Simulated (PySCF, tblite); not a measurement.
**C5H4F3NS: infrared bands and NMR shifts**

Aim: predict the infrared bands and NMR shifts of C5H4F3NS (`Cc1cc(C(F)(F)F)sn1`).

Programs: tblite 0.8.0 and PySCF 2.14.0, with density-fitted response routines of our own. Each step states its level of theory. These are calculated values for one molecule in the gas phase, unless marked as measured. Atoms are numbered from 0 throughout.

**1. The starting structure**

14 atoms, charge 0, multiplicity 1; geometry from: GFN2-xTB.

Bonds of the start (Å): C0–C1 1.49, C1–C2 1.42, C2–C3 1.37, C3–C4 1.48, C4–F5 1.34, C4–F6 1.34, C4–F7 1.35, C3–S8 1.72, S8–N9 1.62, N9–C1 1.31, C0–H10 1.09, C0–H11 1.09, C0–H12 1.09, C2–H13 1.07.

**2. Infrared spectrum with GFN2-xTB**

Job settings and geometry (Å):

```
{"job": {"kind": "ir", "xc": "GFN2-xTB", "basis": "xTB"}, "charge": 0, "multiplicity": 1}
C     -2.563616    -0.112558    -0.017571
C     -1.153746     0.348887     0.083905
C     -0.017447    -0.476587    -0.097141
C      1.124187     0.259939     0.068195
C      2.529103    -0.203420    -0.056738
F      3.347295     0.367184     0.840421
F      2.637071    -1.530305     0.109604
F      3.054304     0.068037    -1.267464
S      0.709645     1.897068     0.419246
N     -0.880670     1.601312     0.355693
H     -3.235032     0.717278     0.180579
H     -2.750065    -0.909542     0.700386
H     -2.756763    -0.502278    -1.015687
H     -0.044945    -1.525488    -0.325595
```

**Question.** This job is followed by: GIAO PBE0/pcSseg-1 NMR shielding, non-relativistic, gas phase. Predict these results of the whole session: strongest single infrared mode (GFN2-xTB); zero-point energy (GFN2-xTB); ¹³C shifts against TMS (PBE0/pcSseg-1); ¹H shifts against TMS (PBE0/pcSseg-1, means over atoms taken as alike); ¹⁹F shifts against CFCl3 (PBE0/pcSseg-1, means over atoms taken as alike); ³³S shifts against CS2 (PBE0/pcSseg-1); ¹⁵N shifts against NH3 (PBE0/pcSseg-1).

**Answer**, as computed:

```
                                                                 quantity                                 value
                                strongest single infrared mode (GFN2-xTB)                 1205 cm⁻¹, 247 km/mol
                                             zero-point energy (GFN2-xTB)                         52.9 kcal/mol
                                   ¹³C shifts against TMS (PBE0/pcSseg-1)  169.7, 168.9, 131.4, 129.9, 21.3 ppm
   ¹H shifts against TMS (PBE0/pcSseg-1, means over atoms taken as alike)                        7.52, 2.81 ppm
¹⁹F shifts against CFCl3 (PBE0/pcSseg-1, means over atoms taken as alike)                             -68.8 ppm
                                   ³³S shifts against CS2 (PBE0/pcSseg-1)                               381 ppm
                                   ¹⁵N shifts against NH3 (PBE0/pcSseg-1)                             339.2 ppm
```

All 36 modes are real, so the xTB geometry is a minimum. The strongest single mode, at 1205 cm⁻¹, moves mainly C4 and C3. Unscaled tight-binding wavenumbers are off by several per cent, some by more. Its intensities can rank the bands wrongly. At PBE0/pcSseg-1: The largest span, 519 ppm, is at N9, where the paramagnetic term is -402 ppm. NICS(1)zz of -27 ppm above the planar ring from C1 marks a diatropic (aromatic) ring current.
